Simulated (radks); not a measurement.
# Tl⁸⁰⁺ in 1s1: an all-electron calculation

What are the levels of the thallium ion Tl80+, how large are its shells, and how does its energy divide?

The numbers are computed with radks (a radial shooting solver on a logarithmic mesh, Libxc functionals) version 1 (Dirac Kohn-Sham, OLYP, spin-unpolarised, spherical densities, finite nucleus), except any that are marked as measured or tabulated.

## 1. What is computed

- element: thallium (Z = 81)
- charge: +80
- electrons: 1
- configuration: 1s1
- nuclear rms radius: 5.4759 fm

The outer shells:

Tl⁸⁰⁺
```
1s [↑ ]
```

## 2. The run

Settings of this run:

```text
Z 81
configuration 1s1 2s0 2p0
relativity Dirac
functional optx,lyp
spin unpolarised
j_filling energy
nucleus finite rms 5.4759 fm
c 137.035999084
```

What does the calculation give?

The runs gave:

| quantity | value |
| --- | --- |
| total energy | -3625.0003 hartree |
| exchange-correlation share of it | 0.69 % |
| −T/E | 1.2365 |
| highest occupied level | 1s1/2, -97996 eV |
| most extended occupied level | 1s1/2, <r> = 0.0162 bohr |
| radius at density 0.001 e/bohr³ | 0.113 bohr |
| maxima of the radial density | 1 |
| ionisation energy, NIST | 98592.1 (theory) eV |

What this shows: 1 principal shells are occupied and 1 maxima appear in the radial density. Relativity lifts −T/E to 1.236. Minus the highest eigenvalue, 97996 eV, is 99 % of the tabulated ionisation energy (98592.1 eV). Spin polarisation and multiplet splitting are left out.
